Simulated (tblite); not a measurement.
# C5H9BO3Si: the cost of one run

The runs use tblite 0.8.0 and PySCF 2.14.0, with density-fitted response routines of our own; the level of theory stands in each step. All values are computed, except where a source is named. Atoms are numbered from 0 throughout.

**1. The molecule as given**

19 atoms, charge 0, multiplicity 1; geometry from: force field or distance geometry start.

Bonds of the start (Å): C0–C1 1.52, C1–O2 1.23, C1–Si3 1.84, Si3–C4 1.83, C4–C5 1.32, C5–O6 1.38, O6–B7 1.47, B7–O8 1.47, O8–C9 1.24, C9–C4 1.46, C0–H10 1.11, C0–H11 1.10, C0–H12 1.11, Si3–H13 1.49, Si3–H14 1.48, C5–H15 1.10, B7–H16 1.20, B7–H17 1.22, C9–H18 1.09.

**2. Relaxing the molecule with GFN2-xTB**

The job: settings as JSON, then the geometry in Å.

```
{"job": {"kind": "relax", "xc": "GFN2-xTB", "basis": "xTB"}, "charge": 0, "multiplicity": 1}
C      3.098900    -0.713700    -0.230100
C      2.355800     0.541100     0.196500
O      2.750500     1.155800     1.187900
Si     0.889400     1.145100    -0.735200
C     -0.669600     0.310000    -0.249600
C     -0.790200    -0.979300    -0.005100
O     -1.981900    -1.579700     0.349200
B     -3.193300    -0.746500     0.460300
O     -2.988000     0.678100     0.158700
C     -1.878500     1.126900    -0.149000
H      4.171000    -0.462900    -0.395000
H      3.060700    -1.508600     0.532400
H      2.703100    -1.043100    -1.216200
H      1.198600     0.965600    -2.179000
H      0.720500     2.600600    -0.550000
H      0.087800    -1.635300    -0.053800
H     -3.679300    -0.902900     1.545200
H     -4.059300    -1.138100    -0.307500
H     -1.806000     2.196300    -0.351900
```

Command:

```bash
$ OMP_NUM_THREADS=1 python probes_run.py task.json out
```

This one command runs all jobs of the session in turn.

**Question.** How long does this first job take on 1 thread of AMD EPYC, shared host?

About 4.1 s.
